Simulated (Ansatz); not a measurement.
**B2Cl4H2O2: a ladder of functionals and wavefunction methods**

The task here is to estimate one member of a computed series from the others.

Computed with Ansatz 0.2.0, Gaussian basis. Level: functionals in def2-TZVPP, the program's frozen cores in correlated methods.

Plan: LDA (SPW92), PBE-D4, revPBE-D4, BLYP-D4, r2SCAN-D4, B97M-V, PBE0-D4, B3LYP-D4, r2SCANh-D4, r2SCAN0-D4, HSE06-D4, BHLYP-D4, CAM-B3LYP-D4, LC-ωPBE, ωB97X-V, ωB97M-V, B2PLYP, PBE-QIDH; CCSD(T)/def2-SVP; MP2/def2-TZVPP; MP2/def2-QZVPP; RPA on PBE.

## The geometry

All runs share one geometry, relaxed beforehand with PBE0-D4 in a triple-zeta def2 set.

10 atoms, charge 0, spin multiplicity 1.

Atoms are counted from 1 here; the program's logs count them from 0.

Bond lengths: Cl1–B2 1.777 Å, B2–Cl3 1.803 Å, B2–O4 1.542 Å, B2–O8 1.542 Å, O4–B5 1.542 Å, O4–H9 0.966 Å, B5–Cl6 1.803 Å, B5–Cl7 1.777 Å, B5–O8 1.542 Å, O8–H10 0.966 Å. Angles: Cl1–B2–Cl3 116.5°, Cl1–B2–O4 112.5°, Cl1–B2–O8 112.5°, Cl3–B2–O4 111.8°, Cl3–B2–O8 111.8°, O4–B2–O8 88.7°, B2–O4–B5 91.0°, B2–O4–H9 114.5°, B5–O4–H9 114.5°, O4–B5–Cl6 111.8°, O4–B5–Cl7 112.5°, O4–B5–O8 88.7°, Cl6–B5–Cl7 116.5°, Cl6–B5–O8 111.8°, Cl7–B5–O8 112.5°, B2–O8–B5 91.0°, B2–O8–H10 114.5°, B5–O8–H10 114.5°.

Set-up of the first run:

in.yaml reads:

```yaml
crystal:
  periodic: [false, false, false]
  atoms:
    - {symbol: Cl, position_ang: [0.903573, -2.517621, -0.170162]}
    - {symbol: B, position_ang: [-0.081272, -1.090426, 0.217269]}
    - {symbol: Cl, position_ang: [-1.579575, -1.384815, 1.175385]}
    - {symbol: O, position_ang: [0.757131, 0.062398, 0.806115]}
    - {symbol: B, position_ang: [0.347628, 0.990476, -0.355631]}
    - {symbol: Cl, position_ang: [-0.831063, 2.246672, 0.175616]}
    - {symbol: Cl, position_ang: [1.744444, 1.561964, -1.293295]}
    - {symbol: O, position_ang: [-0.356491, -0.210595, -1.019194]}
    - {symbol: H, position_ang: [0.470866, 0.361527, 1.678341]}
    - {symbol: H, position_ang: [-1.292243, -0.070680, -1.211546]}
basis:
  gaussian: {orbitals: def2-TZVPP}
hamiltonian: {xc: lda}
output: {orbitals: {seedname: orbitals}}
```

Command:

```bash
> ansatz run in.yaml --threads 4 --pin off --events-out ev --progress --plain --max-ram 11315MiB
```

Among the steps run: LDA; PBE-D4 (GGA); revPBE-D4 (GGA); BLYP-D4 (GGA); r2SCAN-D4 (meta-GGA); B97M-V (meta-GGA); PBE0-D4 (hybrid); B3LYP-D4 (hybrid); r2SCANh-D4 (hybrid); r2SCAN0-D4 (hybrid); HSE06-D4 (hybrid); BHLYP-D4 (hybrid); CAM-B3LYP-D4 (range-separated); LC-ωPBE (range-separated); ωB97X-V (range-separated); ωB97M-V (range-separated); B2PLYP (double hybrid); PBE-QIDH (double hybrid).

One table of the session follows, with a row left open; its other results are not shown here.

It belongs to the step «Frontier levels by functional». 

```
  functional  HOMO (eV)  gap (eV)
 LDA (SPW92)      -7.57      6.25
      PBE-D4      -7.42      6.33
   revPBE-D4      -7.37      6.39
     BLYP-D4      -7.25      6.16
   r2SCAN-D4      -7.80      7.24
      B97M-V      -7.90      7.05
     PBE0-D4      -8.84      8.65
    B3LYP-D4          ?         ?
  r2SCANh-D4      -8.31      8.04
  r2SCAN0-D4      -9.08      9.24
    HSE06-D4      -8.44      7.88
    BHLYP-D4     -10.10     10.62
CAM-B3LYP-D4     -10.20     10.83
     LC-ωPBE     -11.65     13.64
     ωB97X-V     -11.27     13.01
     ωB97M-V     -11.08     12.43
```

**Question.** Estimate the row for B3LYP-D4.

Worked estimate for «HOMO (eV)». Against the share of exact exchange, BLYP-D4 (0, -7.25), BHLYP-D4 (0.5, -10.10) give a slope of -5.70 per unit share; at 0.2 the line stands at -8.39.

As computed: HOMO (eV): -8.55; gap (eV): 8.01. In «HOMO (eV)» the line misses by +0.16.
